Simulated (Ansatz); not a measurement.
# HfIn4SiO6 (C2) in Ansatz: convergence with k mesh

Aim: find how far k mesh must go before the results for HfIn4SiO6 settle, at PBE. This setting moves, with any that are tied to it; all else stays.

All numbers are computed with Ansatz 0.2.0; they aren't measurements. Logs are shortened: lines on timing, memory, paths and dates and some standing lists are left out, and cuts for length are marked.

### Step 1. The crystal as given

Symmetry: C2, No. 5, monoclinic system. The conventional cell has a = 5.432 Å, b = 9.407 Å, c = 7.636 Å, α = 90.00°, β = 104.07°, γ = 90.00°. Hf (site symmetry 2) has 6 O at 2.13 to 2.14 Å as nearest neighbours. In (site symmetry 2) is surrounded by 2 O at 2.73 Å and 4 In at 3.12 Å. In (site symmetry 2) has 6 O at 2.23 Å as nearest neighbours. Around In (site symmetry 2) lie 2 O at 2.73 Å and 3 In at 3.07 to 3.12 Å. Around In (site symmetry 2) lie 2 O at 2.73 Å and 3 In at 3.07 to 3.12 Å. Si (site symmetry 2) is surrounded by 6 O at 1.85 Å. O (site symmetry 1) is surrounded by 1 Si at 1.85 Å. Around O (site symmetry 1) lie 1 Si at 1.85 Å.

The cell was built by a generator and needn't be a form met in nature.

### Step 2. With k mesh 2 × 2 × 1

input.yaml reads:

```yaml
crystal:
  lattice:
    - [2.71585, -4.70357, 0.00833]
    - [2.71585, 4.70357, 0.00833]
    - [-1.87915, 0.0, 7.40127]
  atoms:
    - { symbol: Hf, position: [0.78835, 0.21165, 0.0] }
    - { symbol: In, position: [0.62175, 0.37825, 0.5] }
    - { symbol: In, position: [0.45502, 0.54498, 0.0] }
    - { symbol: In, position: [0.28407, 0.71593, 0.5] }
    - { symbol: In, position: [0.95814, 0.04186, 0.5] }
    - { symbol: Si, position: [0.12168, 0.87832, 0.0] }
    - { symbol: O, position: [0.06219, 0.11415, 0.86666] }
    - { symbol: O, position: [0.88585, 0.93781, 0.13334] }
    - { symbol: O, position: [0.7949, 0.53784, 0.86663] }
    - { symbol: O, position: [0.46216, 0.2051, 0.13337] }
    - { symbol: O, position: [0.15352, 0.62879, 0.13333] }
    - { symbol: O, position: [0.37121, 0.84648, 0.86667] }
hamiltonian:
  xc: pbe
  pseudopotentials: { kind: paw }
kpoints:
  mp_grid: { grid: [2, 2, 1] }
scf:
  occupations: { method: fermi_dirac, width: 0.05 }
output:
  forces: true
  stress: true
  eigenvalues: true
```

Potentials or basis: Ansatz PAW.

Command:

```console
$ ansatz run input.yaml --threads 8 --pin off --max-ram 20480MiB --backend cpu --events-out ev --progress --plain --runs-dir out
```

Run time: 2.7 s. Hardware: 8 threads of AMD EPYC, shared host; peak memory 0.6 GiB.

Results:

```
Free energy   : -42159.0307 eV
Pressure      : 2.1 GPa
Largest force : 0.439 eV/Å
```

### Step 3. With k mesh 2 × 2 × 2

Edit input.yaml of step 2 so:

```diff
@@ -22,3 +22,3 @@
 kpoints:
-  mp_grid: { grid: [2, 2, 1] }
+  mp_grid: { grid: [2, 2, 2] }
 scf:
```

Potentials or basis: Ansatz PAW.

Command:

```console
$ ansatz run input.yaml --threads 8 --pin off --max-ram 20480MiB --backend cpu --events-out ev --progress --plain --runs-dir out
```

Run time: 3.4 s. Hardware: 8 threads of AMD EPYC, shared host; peak memory 0.73 GiB.

What came out:

```yaml
Free_energy: -42158.9726 eV
Pressure: 2.4 GPa
Largest_force: 0.184 eV/Å
Band_gap_on_the_k_mesh: 0.11 eV, direct
```

### Step 4. With k mesh 3 × 3 × 2

Edit input.yaml of step 3 so:

```diff
@@ -22,3 +22,3 @@
 kpoints:
-  mp_grid: { grid: [2, 2, 2] }
+  mp_grid: { grid: [3, 3, 2] }
 scf:
```

Command:

```console
$ ansatz run input.yaml --threads 8 --pin off --max-ram 20480MiB --backend cpu --events-out ev --progress --plain --runs-dir out
```

Wall time 4.9 s (8 threads of AMD EPYC, shared host); peak memory 0.82 GiB.

What came out:

```
Free energy            : -42159.5007 eV
Pressure               : 0.1 GPa
Largest force          : 0.245 eV/Å
Band gap on the k mesh : none (metal or under the smearing width)
```

### Step 5. With k mesh 4 × 4 × 2

Edit input.yaml of step 4 so:

```diff
@@ -22,3 +22,3 @@
 kpoints:
-  mp_grid: { grid: [3, 3, 2] }
+  mp_grid: { grid: [4, 4, 2] }
 scf:
```

Command:

```console
$ ansatz run input.yaml --threads 8 --pin off --max-ram 20480MiB --backend cpu --events-out ev --progress --plain --runs-dir out
```

It took 6.2 s on 8 threads of AMD EPYC, shared host; peak memory 0.94 GiB.

What came out:

- Free energy: -42159.3900 eV
- Pressure: -0.4 GPa
- Largest force: 0.062 eV/Å
- Band gap on the k mesh: none (metal or under the smearing width)

### Step 6. With k mesh 4 × 4 × 3

Edit input.yaml of step 5 so:

```diff
@@ -22,3 +22,3 @@
 kpoints:
-  mp_grid: { grid: [4, 4, 2] }
+  mp_grid: { grid: [4, 4, 3] }
 scf:
```

Potentials or basis: Ansatz PAW.

Command:

```console
$ ansatz run input.yaml --threads 8 --pin off --max-ram 20480MiB --backend cpu --events-out ev --progress --plain --runs-dir out
```

Run time: 7.6 s. Hardware: 8 threads of AMD EPYC, shared host; peak memory 0.93 GiB.

Results (log left out):

```
Free energy            : -42159.3564 eV
Pressure               : -0.4 GPa
Largest force          : 0.082 eV/Å
Band gap on the k mesh : none (metal or under the smearing width)
```

### Step 7. With k mesh 5 × 5 × 4

Edit input.yaml of step 6 so:

```diff
@@ -22,3 +22,3 @@
 kpoints:
-  mp_grid: { grid: [4, 4, 3] }
+  mp_grid: { grid: [5, 5, 4] }
 scf:
```

Command:

```console
$ ansatz run input.yaml --threads 8 --pin off --max-ram 20480MiB --backend cpu --events-out ev --progress --plain --runs-dir out
```

Run time: 15 s. Hardware: 8 threads of AMD EPYC, shared host; peak memory 1.1 GiB.

The run converged. Its results:

```
Free energy            : -42159.1434 eV
Pressure               : -0.2 GPa
Largest force          : 0.076 eV/Å
Band gap on the k mesh : none (metal or under the smearing width)
```

### Step 8. With k mesh 7 × 7 × 4

Edit input.yaml of step 7 so:

```diff
@@ -22,3 +22,3 @@
 kpoints:
-  mp_grid: { grid: [5, 5, 4] }
+  mp_grid: { grid: [7, 7, 4] }
 scf:
```

Command:

```console
$ ansatz run input.yaml --threads 8 --pin off --max-ram 20480MiB --backend cpu --events-out ev --progress --plain --runs-dir out
```

Wall time 25 s (8 threads of AMD EPYC, shared host); peak memory 1.2 GiB.

Results (log left out):

```
Free energy            : -42159.2282 eV
Pressure               : 0.1 GPa
Largest force          : 0.013 eV/Å
Band gap on the k mesh : none (metal or under the smearing width)
```

### Step 9. With k mesh 8 × 8 × 5

Edit input.yaml of step 8 so:

```diff
@@ -22,3 +22,3 @@
 kpoints:
-  mp_grid: { grid: [7, 7, 4] }
+  mp_grid: { grid: [8, 8, 5] }
 scf:
```

Potentials or basis: Ansatz PAW.

Command:

```console
$ ansatz run input.yaml --threads 8 --pin off --max-ram 20480MiB --backend cpu --events-out ev --progress --plain --runs-dir out
```

Run time: 39 s. Hardware: 8 threads of AMD EPYC, shared host; peak memory 1.4 GiB.

Results (log left out):

```
Free energy            : -42159.2712 eV
Pressure               : 0.0 GPa
Largest force          : 0.008 eV/Å
Band gap on the k mesh : none (metal or under the smearing width)
```

### Step 10. With k mesh 10 × 10 × 6

Edit input.yaml of step 9 so:

```diff
@@ -22,3 +22,3 @@
 kpoints:
-  mp_grid: { grid: [8, 8, 5] }
+  mp_grid: { grid: [10, 10, 6] }
 scf:
```

Potentials or basis: Ansatz PAW.

Command:

```console
$ ansatz run input.yaml --threads 8 --pin off --max-ram 20480MiB --backend cpu --events-out ev --progress --plain --runs-dir out
```

The log of the run:

```text
Warning: RAYON_NUM_THREADS=8 ignored (pool sized by the plan → 8); use --threads N
Engine: ansatz 0.2.0, x86_64-unknown-linux-gnu
Pseudopotentials: kind: paw
Pseudopotential: Hf, paw, valence charge 26, recommended cutoff 420 eV (normal), Hf.paw.azcp
Pseudopotential: In, paw, valence charge 13, recommended cutoff 420 eV (normal), In.paw.azcp
Pseudopotential: Si, paw, valence charge 4, recommended cutoff 420 eV (normal), Si.paw.azcp
Pseudopotential: O, paw, valence charge 6, recommended cutoff 420 eV (normal), O.paw.azcp
Functional definition: PBE
  parameter kappa = 0.804
  parameter beta = 0.06672455060314922
  exchange = pbe_x(kappa = kappa, mu = beta*pi^2/3)
  correlation = pbe_c(beta = beta)
Crystal: 12 atoms, lattice volume = 189.238 Å³
Basis set: ecut = 420 eV, 3681 PW (Γ), exchange–correlation on 80×80×108 points (8 copies of the dense FFT grid, shifted against one another)
Bands: 71, of which v1, the nominal top of the filled ones, is band 59 counted from 1 (58 counted from 0)
Symmetry: 2 space group operations
Space group: C2 (ITA 5), of the structure as read, at distance tolerance 5.7e-5 Å
k-points: 172 of 600 (time reversal used)
Non-local potential: Hf, projectors of the file, l = 0: 3, l = 1: 2, l = 2: 2, l = 3: 3
Non-local potential: In, projectors of the file, l = 0: 2, l = 1: 2, l = 2: 2, l = 3: 2
Non-local potential: Si, projectors of the file, l = 0: 2, l = 1: 2, l = 2: 2
Non-local potential: O, projectors of the file, l = 0: 2, l = 1: 2, l = 2: 1
PAW form: soft (Blöchl's): semilocal exchange-correlation on the pseudo side does not see the compensation charge
PAW one-centre angular grid: Hf, 590 points (default); XC on 64 Gauss nodes
PAW one-centre angular grid: In, 590 points (default); XC on 64 Gauss nodes
PAW one-centre angular grid: Si, 110 points (default); XC on 64 Gauss nodes
PAW one-centre angular grid: O, 110 points (default); XC on 64 Gauss nodes
Initial density: superposition of atomic densities (neutral atoms: chi_scale 0, normalization atom), corrected by the library's trained network
[... 13 lines left out ...]
SCF converged after 8 iterations
Free energy (F): -42159.252304 eV
Harris-Foulkes:  -42159.252304 eV  (|F-HF|=2.60e-9)
Internal energy: -42159.236403 eV  (E = F + TS)
E sigma→0 (E₀):  -42159.244354 eV
Entropy (-TS):   -0.015901 eV (-1.325 meV/atom)
Fermi energy:    11.087483 eV
--- Per-component energies (eV) ---
  E_band       = -286.258566
  E_kinetic    = 2487.623178
  E_local      = -14828.187304  (includes V_loc(G=0)·N_el)
  E_nonlocal   = 535.269385
  E_hartree    = 6397.757870
  E_xc         = -1661.416156
  E_vxc        = -1277.896253  (∫ρ·V_xc dr)
  E_paw        = -25003.758271  (= ΣΔE_a)
  E_vpaw       = 1.402993  (= ΣTr[D̂ρ^β])
  E_aug_tail   = 0.014670  (compensation charges beyond the density's cutoff)
  E_ewald      = -10086.539776
  E_smearing   = -0.015901  (= −TS)
  E_closure    = 0.000000  (closes the sum)
  Σ components = -42159.252304   (vs F -42159.252304, Δ=0.00e0)
--- Forces (eV/Å), atoms counted from 1 ---
  atom   1  Hf     0.00000000    -0.00166381    -0.00000000
  atom   2  In    -0.00000000     0.01639397     0.00000000
  atom   3  In    -0.00000000     0.00176413     0.00000000
  atom   4  In     0.00000000    -0.05494257     0.00000000
  atom   5  In     0.00000000     0.03569680    -0.00000000
  atom   6  Si    -0.00000000     0.00307620     0.00000000
  atom   7  O     -0.01534555     0.00358518    -0.01282538
  atom   8  O      0.01534555     0.00358518     0.01282538
  atom   9  O      0.00406489    -0.01527606    -0.01290698
  atom  10  O     -0.00406489    -0.01527606     0.01290698
  atom  11  O     -0.01470599     0.01153141     0.01148693
  atom  12  O      0.01470599     0.01153141    -0.01148693
  max |Σ_I F_I| component: 5.78e-6 eV/Å
--- Stress (GPa, compression-positive) ---
        0.006120       0.000000       0.042889
        0.000000      -0.031167      -0.000000
        0.042889      -0.000000       0.017855
  P = ⅓ Tr σ = -0.0024 GPa (-0.024 kbar)
--- Band table (eV; the first three rows and the last of 172) ---
  k-point 0: bands = ["-52.7388", "-21.5184", "-21.5180", "-21.5179", "-10.6166", "-9.1401", "-9.1342", "-8.4553", "-8.2666", "-8.2557", "-4.6369", "-4.6365", "-4.6223", "-4.3996", "-4.3930", "-3.9881", "-3.8356", "-3.8299", "-3.7928", "-3.7927", "-3.7753", "-3.7752", "-3.6787", "-3.6785", "-3.6627", "-3.6585", "-3.6131", "-3.6084", "-3.5897", "-3.5886", "-2.6195", "-2.6099", "-2.6098", "-2.5721", "-2.5717", "-2.5674", "-2.5538", "1.0811", "2.4312", "3.2633", "3.2665", "4.0466", "4.2265", "4.6074", "4.6184", "5.2388", "5.3384", "5.3531", "6.2407", "6.4760", "6.6025", "6.8270", "6.9195", "6.9635", "7.3306", "7.4300", "10.1358", "10.3391", "10.6514", "10.7739", "10.9501", "10.9872", "11.5246", "11.8983", "12.8738", "13.2221", "13.2534", "15.2532", "16.2470", "16.7156", "16.7602"]
  k-point 1: bands = ["-52.7388", "-21.5184", "-21.5180", "-21.5179", "-10.6154", "-9.1384", "-9.1359", "-8.4587", "-8.2639", "-8.2583", "-4.6367", "-4.6367", "-4.6213", "-4.3979", "-4.3947", "-3.9857", "-3.8356", "-3.8299", "-3.7930", "-3.7925", "-3.7756", "-3.7749", "-3.6787", "-3.6785", "-3.6625", "-3.6585", "-3.6116", "-3.6096", "-3.5898", "-3.5889", "-2.6195", "-2.6098", "-2.6098", "-2.5720", "-2.5718", "-2.5674", "-2.5538", "1.1034", "2.4691", "3.2632", "3.2668", "3.9397", "4.2342", "4.6102", "4.6162", "4.9908", "5.3416", "5.3485", "6.5052", "6.5680", "6.6174", "6.8501", "6.9353", "6.9508", "7.3576", "7.4048", "10.1865", "10.2883", "10.5696", "10.7748", "10.9261", "11.0024", "11.1297", "12.2959", "12.9231", "13.2300", "13.2434", "15.1132", "16.3261", "16.5313", "16.8118"]
  k-point 2: bands = ["-52.7388", "-21.5184", "-21.5180", "-21.5179", "-10.6129", "-9.1393", "-9.1350", "-8.4655", "-8.2636", "-8.2586", "-4.6369", "-4.6364", "-4.6192", "-4.3979", "-4.3945", "-3.9809", "-3.8356", "-3.8299", "-3.7936", "-3.7920", "-3.7759", "-3.7747", "-3.6788", "-3.6786", "-3.6622", "-3.6585", "-3.6128", "-3.6080", "-3.5899", "-3.5894", "-2.6195", "-2.6099", "-2.6097", "-2.5720", "-2.5718", "-2.5675", "-2.5538", "1.1489", "2.5740", "3.2630", "3.2673", "3.6686", "4.2424", "4.6114", "4.6156", "4.7568", "5.3396", "5.3487", "6.5049", "6.5682", "6.7950", "6.9255", "6.9592", "7.3045", "7.3532", "7.4084", "10.1658", "10.2087", "10.2881", "10.8119", "10.8670", "10.9309", "11.0005", "12.6023", "13.1192", "13.2318", "13.2462", "14.8187", "16.3214", "16.5290", "16.8997"]
  k-point 171: bands = ["-52.7387", "-21.5261", "-21.5192", "-21.5175", "-10.1439", "-9.3581", "-8.9345", "-8.6628", "-8.6388", "-8.2970", "-4.6468", "-4.6335", "-4.6100", "-4.3936", "-4.3784", "-4.0780", "-3.8894", "-3.8733", "-3.8711", "-3.8303", "-3.8024", "-3.7649", "-3.7493", "-3.6508", "-3.6505", "-3.6351", "-3.5605", "-3.5531", "-3.5163", "-3.3669", "-2.6203", "-2.6122", "-2.6104", "-2.5901", "-2.5778", "-2.5602", "-2.5394", "1.5789", "2.9867", "3.1836", "3.5393", "3.8442", "4.0257", "4.5439", "4.6308", "5.0685", "5.3200", "5.3709", "5.9595", "6.0343", "6.3827", "6.4230", "6.6127", "7.1593", "7.4062", "7.6606", "7.9069", "8.7244", "9.0577", "11.8970", "12.4254", "13.0028", "13.1363", "13.2507", "13.8888", "15.1111", "15.4394", "15.5157", "15.8086", "16.1615", "16.3834"]
```

It took 77 s on 8 threads of AMD EPYC, shared host; peak memory 1.9 GiB.

What came out:

```
Free energy            : -42159.2523 eV
Pressure               : 0.0 GPa
Largest force          : 0.055 eV/Å
Band gap on the k mesh : none (metal or under the smearing width)
```

### Step 11. Summary

```
     k mesh  energy less the tightest run, at zero smearing (meV/atom)  pressure (GPa)  largest force (eV/Å)  gap on the mesh (eV)  SCF cycles  CPU time (s)  peak memory (GiB)
  2 × 2 × 1                                                      19.02            2.11                 0.439                     -          11            14                0.6
  2 × 2 × 2                                                      23.56            2.42                 0.184                 0.113           9            20               0.73
  3 × 3 × 2                                                     -20.42            0.11                 0.245                 0.000           9            32               0.82
  4 × 4 × 2                                                     -11.73           -0.37                 0.062                 0.000           8            41               0.94
  4 × 4 × 3                                                      -8.93           -0.37                 0.082                 0.000           7            52               0.93
  5 × 5 × 4                                                       9.42           -0.16                 0.076                 0.000           8           110                1.1
  7 × 7 × 4                                                       2.11            0.05                 0.013                 0.000           8           190                1.2
  8 × 8 × 5                                                      -1.59            0.02                 0.008                 0.000           8           300                1.4
10 × 10 × 6                                                       0.00            0.00                 0.055                 0.000           8           570                1.9
```

Against the tightest run, the pressure stays within 0.1 GPa from 7 × 7 × 4 on; the gap on the mesh stays within 0.01 eV from 3 × 3 × 2 on. Not settled before the last step: the energy (to 1 meV/atom), the largest force (to 0.005 eV/Å). Meshes of other sizes hit other points, so gaps and Fermi surfaces needn't settle smoothly. The tightest run that finished is the yardstick and may itself not be fully converged.
